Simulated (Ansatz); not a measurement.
# Co2Pd (P-3m1) in Ansatz: a series of runs

One crystal, Co2Pd, is run at these levels: PBEsol; tasks: single point.

Everything below comes from runs of Ansatz 0.2.0. Logs are shortened: lines on timing, memory, paths and dates and some standing lists are left out, and cuts for length are marked.

## Step 1: Starting point

The structure is trigonal, space group P-3m1 (No. 164). Conventional cell: a = 2.638 Å, b = 2.638 Å, c = 6.319 Å, α = 90.00°, β = 90.00°, γ = 120.00°. Pd (site symmetry -3m) has 6 Pd at 2.64 Å and 6 Co at 2.68 Å as nearest neighbours. Co (site symmetry 3m) has 9 Co at 2.43 to 2.64 Å and 3 Pd at 2.68 Å as nearest neighbours.

The cell comes from a database or a generator and needn't be the stable form of this composition.

## Step 2: Single point, PBEsol, collinear spin, ferromagnetic start, 11.93 Å³/atom (volume scaled by 0.94)

input.yaml reads:

```yaml
crystal:
  lattice:
    - [2.5840800983, 0.0, 0.0]
    - [-1.2920400492, 2.2378790106, 0.0]
    - [0.0, 0.0, 6.1903415986]
  atoms:
    - { symbol: Pd, position: [0.0, 0.0, 0.0] }
    - { symbol: Co, position: [0.6666666667, 0.3333333333, 0.349778], spin: 2.0 }
    - { symbol: Co, position: [0.3333333333, 0.6666666667, 0.650222], spin: 2.0 }
kpoints:
  mp_grid: { grid: [12, 12, 4] }
scf:
  occupations: { method: fermi_dirac, width: 0.05 }
hamiltonian:
  xc: pbesol
  pseudopotentials: { kind: all_electron, lapw: { basis_error: 0.001 } }
magnetization:
  spin_polarized: true
output:
  forces: true
  stress: true
  eigenvalues: true
```

Potentials or basis: all-electron LAPW, scalar-relativistic.

Run with:

```sh
ansatz run input.yaml --threads 4 --pin off --max-ram 12288MiB --backend cpu --events-out ev --progress --plain --runs-dir out
```

Log:

```text
Warning: RAYON_NUM_THREADS=4 ignored (pool sized by the plan → 4); use --threads N
LAPW: plane waves up to 9.456 Å⁻¹, error target 1.0e-3 eV per atom; small_component_spin mean_spin; Co in spheres of 1.192 Å, 17 of its electrons in bands, Dirac shells []; Pd in spheres of 1.231 Å, 34 of its electrons in bands, Dirac shells [] (how accurate: hamiltonian.pseudopotentials.lapw.basis_error, Limitations)
Engine: ansatz 0.2.0, aarch64-unknown-linux-gnu
Pseudopotentials: kind: all_electron
Pseudopotential: Pd, LAPW, valence charge 34, lapw/all_electron/scalar/gaussian/Pd, Koelling and Harmon's equation, gaussian nucleus
Pseudopotential: Co, LAPW, valence charge 17, lapw/all_electron/scalar/gaussian/Co, Koelling and Harmon's equation, gaussian nucleus
Functional definition: PBEsol
  exchange = pbesol_x
  correlation = pbesol_c
Crystal: 3 atoms, lattice volume = 35.798 Å³
Basis set: ecut = 340.6818057096764 eV, 487 PW (Γ), exchange–correlation at level 2
Bands: 44, of which v1, the nominal top of the filled ones, is band 34 counted from 1 (33 counted from 0)
Symmetry: 12 space group operations
Space group: P-3m1 (ITA 164), of the structure as read, at distance tolerance 3.3e-5 Å
Magnetic group: BNS 164.85 (UNI 1315), of the structure as read, at distance tolerance 3.3e-5 Å
k-points: 69 of 576
Non-local potential: Pd, projectors of the file, none
Non-local potential: Co, projectors of the file, none
Initial density: superposition of atomic densities (chi_scale 0.1, normalization cell)
Starting moments: Σ|m| = 4 μB on 2 of 3 sites
Initial wavefunctions: plane waves of lowest kinetic energy (no species holds an atomic orbital)
Functional: x = pbesol(κ = 0.804, μ = 0.12345679012345678), c = pbesol(β = 0.046)
SCF iter   1: F=—  HF=-213017.262857 eV  |F-HF|=—  |Δ(HF+E_count)|=         —  Δρ=1.59e-1 (↑1.07e-1 ↓1.59e-1)  dr2=1.13e2  dr2_m=1.11e0  M=1.182 μB ∫|m|=1.243 μB  β_m=0.30  ethr=1.00e-1  ⟨swp⟩=2.2  Hψ=26261  notcnv=0
Mixer restart at iter 1: flushing history
preconditioner: auto → Kerker (q_TF=auto, 3.036 Å⁻¹)  [metal: Δε(μ)=0.001 eV  Ē_g=10.390 eV  σ=0.050 eV  W_gap=0.01  n_scr=22 (ndim 8)  ℏωp=32.8 eV  f_vac=0.000  D(μ)=4.78/eV (n_scr^D=56)]
spin=Collinear: Kerker preconditioning applied to the charge; magnetization (m = ρ↑ − ρ↓) channel mixes plain (no charge-response kernel on spin).
iter 2 solved again at ethr=2.68e-3 eV; its pass at ethr=1.00e-1 eV (dr2=1.82e0 eV) is discarded
SCF iter   2: F=—  HF=-213011.690877 eV  |F-HF|=—  |Δ(HF+E_count)|=    5.57e0  Δρ=3.88e-2 (↑2.41e-2 ↓3.88e-2)  dr2=1.82e0  dr2_m=7.87e-2  M=3.745 μB ∫|m|=3.864 μB  β_m=0.25  ethr=2.68e-3  ⟨swp⟩=2.2  Hψ=29032  notcnv=0  defer=1
SCF iter   3: F=—  HF=-213009.616894 eV  |F-HF|=—  |Δ(HF+E_count)|=    2.07e0  Δρ=2.28e-2 (↑1.39e-2 ↓2.28e-2)  dr2=3.30e0  dr2_m=1.43e-2  M=3.427 μB ∫|m|=3.560 μB  β_m=0.33  ethr=2.68e-3  ⟨swp⟩=2.3  Hψ=17171  notcnv=0
SCF iter   4: F=—  HF=-213009.384455 eV  |F-HF|=—  |Δ(HF+E_count)|=         —  Δρ=1.80e-2 (↑1.22e-2 ↓1.80e-2)  dr2=2.33e0  dr2_m=6.86e-3  M=3.478 μB ∫|m|=3.657 μB  β_m=0.49  ethr=2.68e-3  ⟨swp⟩=2.0  Hψ=16926  notcnv=0
[... 11 lines left out ...]
SCF converged after 13 iterations
Magnetization: 3.6844 μB (35.8422 up, 32.1578 down)
Absolute magnetization: 3.9897 μB (∫|ρ↑−ρ↓|)
Spin contamination: 0.0775 ħ² per cell (⟨S²⟩ above its minimum at these occupations)
Per-site moments (μB) at R_I (Å): [(0.21841868667276998, 1.230714715570076), (1.7957125462898702, 1.1921481512832162), (1.7957125462898702, 1.1921481512832162)]
Free energy (F): -213009.114771 eV
Harris-Foulkes:  -213009.114771 eV  (|F-HF|=4.80e-9)
Internal energy: -213009.095865 eV  (E = F + TS)
E sigma→0 (E₀):  -213009.105318 eV
Entropy (-TS):   -0.018905 eV (-6.302 meV/atom)
Fermi energy:    20.650676 eV
--- Per-component energies (eV) ---
  E_band       = -6565.368279
  E_kinetic    = 220104.632355
  E_xc         = -7037.980205
  E_electrostatic = -426075.748015  (all electrons and nuclei)
  E_smearing   = -0.018905  (= −TS)
  E_closure    = 0.000000  (closes the sum)
  E_atoms      = -212986.926550  (free atoms, spherical and without spin; not in F)
  Σ components = -213009.114771   (vs F -213009.114771, Δ=0.00e0)
  Basis errors (estimates in eV, not in F): energy 3.0e-4 per atom: plane waves 2.5e-4 (1.3e-4 summed), levels above the bands 9.8e-117, relativity 1.7e-8, radial functions 4.5e-5, core shells 6.5e-8; eigenvalues (radial functions only) 2.1e-6; not estimated: angular momenta, meshes, grids; target (lapw.basis_error) 1.0e-3; muffin-tin radii Co 1.192 Å, Pd 1.231 Å
--- Forces (eV/Å), atoms counted from 1 ---
  atom   1  Pd     0.00000000     0.00000000     0.00000000
  atom   2  Co    -0.00000000     0.00000000    -0.05973419
  atom   3  Co     0.00000000    -0.00000000     0.05973419
  max |Σ_I F_I| component: 9.25e-18 eV/Å
--- Stress (GPa, compression-positive) ---
        1.362295       0.000000      -0.000000
        0.000000       1.362295       0.000000
       -0.000000       0.000000       2.199804
  P = ⅓ Tr σ = 1.6415 GPa (16.415 kbar)
--- Band table (eV; the first three rows and the last of 138) ---
  k-point 0 ↑: bands = ["-494.4737", "-494.4659", "-494.4659", "-304.4222", "-304.4032", "-304.4032", "-304.3832", "-304.3832", "-75.2001", "-75.1534", "-64.2025", "-38.6895", "-38.5097", "-38.5097", "-38.4705", "-38.4643", "-38.4643", "-29.9448", "-29.6339", "-29.6339", "11.8590", "14.2031", "15.1965", "17.0432", "17.0432", "17.4223", "17.7933", "17.7933", "17.8893", "17.8893", "18.0278", "18.6206", "18.9688", "18.9688", "19.5030", "19.5030", "19.5304", "19.5304", "31.6797", "32.1926", "38.3305", "41.3911", "41.5066", "43.6013"]
  k-point 1 ↑: bands = ["-494.4737", "-494.4659", "-494.4659", "-304.4222", "-304.4032", "-304.4032", "-304.3832", "-304.3832", "-75.2001", "-75.1534", "-64.2025", "-38.6901", "-38.5097", "-38.5097", "-38.4698", "-38.4643", "-38.4643", "-29.9448", "-29.6339", "-29.6339", "12.1358", "13.8628", "14.8994", "17.0316", "17.0451", "17.0451", "17.8054", "17.8054", "17.9495", "17.9495", "18.0723", "18.9314", "18.9314", "19.1218", "19.1218", "19.7851", "19.8800", "19.8800", "28.8720", "35.2864", "38.2870", "41.0069", "42.2573", "42.9909"]
  k-point 2 ↑: bands = ["-494.4737", "-494.4659", "-494.4659", "-304.4222", "-304.4032", "-304.4032", "-304.3832", "-304.3832", "-75.2001", "-75.1534", "-64.2025", "-38.6908", "-38.5097", "-38.5097", "-38.4691", "-38.4643", "-38.4643", "-29.9449", "-29.6339", "-29.6339", "12.8039", "13.0320", "14.7475", "16.9417", "17.0453", "17.0453", "17.8643", "17.8643", "17.9690", "17.9690", "18.0404", "18.8878", "18.8878", "18.9480", "18.9480", "20.0242", "20.0242", "20.8164", "27.3782", "37.3301", "38.2628", "41.1926", "41.7062", "42.6854"]
  k-point 68 ↓: bands = ["-494.4382", "-494.4382", "-494.4375", "-304.3628", "-304.3573", "-304.3573", "-304.3438", "-304.3438", "-72.9966", "-72.9966", "-63.9125", "-36.5678", "-36.5678", "-36.5453", "-36.4527", "-36.4066", "-36.4066", "-29.8819", "-29.8819", "-29.6201", "16.2259", "16.2259", "16.7473", "16.7473", "17.1196", "17.7657", "18.3372", "18.3372", "18.9489", "20.0403", "20.0403", "20.7276", "21.3934", "21.5747", "21.5747", "25.8555", "26.4323", "26.4323", "28.2614", "28.2638", "28.2638", "34.5684", "34.8626", "34.8626"]
```

Wall time 27 s (4 threads of Arm Neoverse V1, shared host); peak memory 0.88 GiB.

What came out:

```yaml
Free_energy: -213009.1148 eV
Pressure: 1.6 GPa
Largest_force: 0.060 eV/Å
Band_gap_on_the_k_mesh: none (metal or under the smearing width)
Net_moment: 3.68 μB per cell
Absolute_moment: 3.99 μB per cell
Site_moments: Pd +0.22; Co +1.80 μB
```

## Step 3: Single point, PBEsol, collinear spin, ferromagnetic start, 12.19 Å³/atom (volume scaled by 0.96)

Changes to input.yaml since step 2:

```diff
@@ -2,5 +2,5 @@
   lattice:
-    - [2.5840800983, 0.0, 0.0]
-    - [-1.2920400492, 2.2378790106, 0.0]
-    - [0.0, 0.0, 6.1903415986]
+    - [2.6022784451, 0.0, 0.0]
+    - [-1.3011392226, 2.2536392412, 0.0]
+    - [0.0, 0.0, 6.2339369899]
   atoms:
```

Potentials or basis: all-electron LAPW, scalar-relativistic.

Run with:

```sh
ansatz run input.yaml --threads 4 --pin off --max-ram 12288MiB --backend cpu --events-out ev --progress --plain --runs-dir out
```

It took 26 s on 4 threads of Arm Neoverse V1, shared host; peak memory 0.85 GiB.

The run converged. Its results:

```
Free energy            : -213009.1115 eV
Pressure               : -2.9 GPa
Largest force          : 0.023 eV/Å
Band gap on the k mesh : none (metal or under the smearing width)
Net moment             : 3.72 μB per cell
Absolute moment        : 4.04 μB per cell
Site moments           : Pd +0.22; Co +1.81 μB
```

## Step 4: Single point, PBEsol, collinear spin, ferromagnetic start, 12.44 Å³/atom (volume scaled by 0.98)

Changes to input.yaml since step 3:

```diff
@@ -2,5 +2,5 @@
   lattice:
-    - [2.6022784451, 0.0, 0.0]
-    - [-1.3011392226, 2.2536392412, 0.0]
-    - [0.0, 0.0, 6.2339369899]
+    - [2.6202257601, 0.0, 0.0]
+    - [-1.3101128801, 2.269182072, 0.0]
+    - [0.0, 0.0, 6.2769310174]
   atoms:
```

Run with:

```sh
ansatz run input.yaml --threads 4 --pin off --max-ram 12288MiB --backend cpu --events-out ev --progress --plain --runs-dir out
```

Wall time 27 s (4 threads of Arm Neoverse V1, shared host); peak memory 0.85 GiB.

The run converged. Its results:

| Property | Result |
| --- | --- |
| Free energy | -213009.0878 eV |
| Pressure | -7.0 GPa |
| Largest force | 0.012 eV/Å |
| Band gap on the k mesh | none (metal or under the smearing width) |
| Net moment | 3.76 μB per cell |
| Absolute moment | 4.09 μB per cell |
| Site moments | Pd +0.23; Co +1.83 μB |

## Step 5: Single point, PBEsol, collinear spin, ferromagnetic start, 12.69 Å³/atom

Changes to input.yaml since step 4:

```diff
@@ -2,5 +2,5 @@
   lattice:
-    - [2.6202257601, 0.0, 0.0]
-    - [-1.3101128801, 2.269182072, 0.0]
-    - [0.0, 0.0, 6.2769310174]
+    - [2.6379305253, 0.0, 0.0]
+    - [-1.3189652627, 2.2845148484, 0.0]
+    - [0.0, 0.0, 6.319344]
   atoms:
```

Run with:

```sh
ansatz run input.yaml --threads 4 --pin off --max-ram 12288MiB --backend cpu --events-out ev --progress --plain --runs-dir out
```

Wall time 30 s (4 threads of Arm Neoverse V1, shared host); peak memory 0.85 GiB.

The run converged. Its results:

- Free energy: -213009.0461 eV
- Pressure: -10.5 GPa
- Largest force: 0.045 eV/Å
- Band gap on the k mesh: none (metal or under the smearing width)
- Net moment: 3.80 μB per cell
- Absolute moment: 4.13 μB per cell
- Site moments: Pd +0.23; Co +1.85 μB

## Step 6: Single point, PBEsol, collinear spin, ferromagnetic start, 12.95 Å³/atom (volume scaled by 1.02)

Changes to input.yaml since step 5:

```diff
@@ -2,5 +2,5 @@
   lattice:
-    - [2.6379305253, 0.0, 0.0]
-    - [-1.3189652627, 2.2845148484, 0.0]
-    - [0.0, 0.0, 6.319344]
+    - [2.655400773, 0.0, 0.0]
+    - [-1.3277003866, 2.2996445267, 0.0]
+    - [0.0, 0.0, 6.3611951799]
   atoms:
```

Potentials or basis: all-electron LAPW, scalar-relativistic.

Run with:

```sh
ansatz run input.yaml --threads 4 --pin off --max-ram 12288MiB --backend cpu --events-out ev --progress --plain --runs-dir out
```

Wall time 26 s (4 threads of Arm Neoverse V1, shared host); peak memory 0.85 GiB.

The run converged. Its results:

```yaml
Free_energy: -213008.9886 eV
Pressure: -13.6 GPa
Largest_force: 0.077 eV/Å
Band_gap_on_the_k_mesh: none (metal or under the smearing width)
Net_moment: 3.83 μB per cell
Absolute_moment: 4.17 μB per cell
Site_moments: Pd +0.24; Co +1.86 μB
```

## Step 7: Single point, PBEsol, collinear spin, ferromagnetic start, 13.20 Å³/atom (volume scaled by 1.04)

Changes to input.yaml since step 6:

```diff
@@ -2,5 +2,5 @@
   lattice:
-    - [2.655400773, 0.0, 0.0]
-    - [-1.3277003866, 2.2996445267, 0.0]
-    - [0.0, 0.0, 6.3611951799]
+    - [2.6726441183, 0.0, 0.0]
+    - [-1.3363220592, 2.3145777018, 0.0]
+    - [0.0, 0.0, 6.4025027996]
   atoms:
```

Run with:

```sh
ansatz run input.yaml --threads 4 --pin off --max-ram 12288MiB --backend cpu --events-out ev --progress --plain --runs-dir out
```

Run time: 29 s. Hardware: 4 threads of Arm Neoverse V1, shared host; peak memory 0.85 GiB.

It converged, with:

| Quantity | Value |
| --- | --- |
| Free energy | -213008.9170 eV |
| Pressure | -16.4 GPa |
| Largest force | 0.108 eV/Å |
| Band gap on the k mesh | none (metal or under the smearing width) |
| Net moment | 3.86 μB per cell |
| Absolute moment | 4.21 μB per cell |
| Site moments | Pd +0.25; Co +1.88 μB |

## Step 8: Single point, PBEsol, collinear spin, ferromagnetic start, 13.46 Å³/atom (volume scaled by 1.06)

Changes to input.yaml since step 7:

```diff
@@ -2,5 +2,5 @@
   lattice:
-    - [2.6726441183, 0.0, 0.0]
-    - [-1.3363220592, 2.3145777018, 0.0]
-    - [0.0, 0.0, 6.4025027996]
+    - [2.6896677883, 0.0, 0.0]
+    - [-1.3448338942, 2.3293206324, 0.0]
+    - [0.0, 0.0, 6.4432841717]
   atoms:
```

Run with:

```sh
ansatz run input.yaml --threads 4 --pin off --max-ram 12288MiB --backend cpu --events-out ev --progress --plain --runs-dir out
```

Wall time 30 s (4 threads of Arm Neoverse V1, shared host); peak memory 0.85 GiB.

It converged, with:

```yaml
Free_energy: -213008.8332 eV
Pressure: -18.8 GPa
Largest_force: 0.137 eV/Å
Band_gap_on_the_k_mesh: none (metal or under the smearing width)
Net_moment: 3.89 μB per cell
Absolute_moment: 4.25 μB per cell
Site_moments: Pd +0.25; Co +1.89 μB
```
